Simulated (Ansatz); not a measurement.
# C2H5AlCl2O: the cost of one run

Program: Ansatz 0.2.0, Gaussian basis. Level of theory: the settings change from run to run. These are calculated values, not measurements.

### 1 The molecule

An earlier PBE0-D4 in a triple-zeta def2 set relaxation fixed the geometry.

SMILES `CC[O][Al]([Cl])[Cl]`, 11 atoms, charge 0, spin multiplicity 1.

Atoms are counted from 1 here; the program's logs count them from 0.

Bond lengths: C1–C2 1.510 Å, C1–H7 1.093 Å, C1–H8 1.093 Å, C1–H9 1.092 Å, C2–O3 1.409 Å, C2–H10 1.095 Å, C2–H11 1.097 Å, O3–Al4 1.665 Å, Al4–Cl5 2.081 Å, Al4–Cl6 2.071 Å. Angles: C2–C1–H7 110.4°, C2–C1–H8 110.9°, C2–C1–H9 110.5°, H7–C1–H8 108.1°, H7–C1–H9 108.5°, H8–C1–H9 108.4°, C1–C2–O3 110.9°, C1–C2–H10 110.1°, C1–C2–H11 110.1°, O3–C2–H10 107.7°, O3–C2–H11 110.7°, H10–C2–H11 107.3°, C2–O3–Al4 135.4°, O3–Al4–Cl5 120.7°, O3–Al4–Cl6 119.3°, Cl5–Al4–Cl6 120.0°.

### 2 wPBEh/def2-mTZVP

This run has unrestricted orbitals.

File in.yaml:

```yaml
crystal:
  periodic: [false, false, false]
  atoms:
    - {symbol: C, position_ang: [0.004926, -1.394970, 0.879372]}
    - {symbol: C, position_ang: [0.811868, -0.306760, 0.211422]}
    - {symbol: O, position_ang: [0.097233, 0.907034, 0.189112]}
    - {symbol: Al, position_ang: [-0.696873, 1.794334, -0.974680]}
    - {symbol: Cl, position_ang: [-0.725086, 1.164263, -2.957778]}
    - {symbol: Cl, position_ang: [-1.659218, 3.546318, -0.431134]}
    - {symbol: H, position_ang: [0.587051, -2.317954, 0.939853]}
    - {symbol: H, position_ang: [-0.907352, -1.604903, 0.315248]}
    - {symbol: H, position_ang: [-0.277050, -1.096348, 1.890938]}
    - {symbol: H, position_ang: [1.742045, -0.135538, 0.763851]}
    - {symbol: H, position_ang: [1.087955, -0.612477, -0.805606]}
basis:
  gaussian: {orbitals: def2-mTZVP}
magnetization: {spin_polarized: true, initial_magnetization: 0}
hamiltonian: {xc: {name: wPBEh}}
output: {forces: true}
```

Launch:

```bash
$ ansatz run in.yaml --threads 4 --pin off --events-out ev --progress --plain --max-ram 10444MiB
```

**Question.** How long does this run take on 4 threads of Intel Xeon at 2.80GHz, shared host, and how much memory does it need?

About 3.7 s, with a peak of 0.54 GiB.
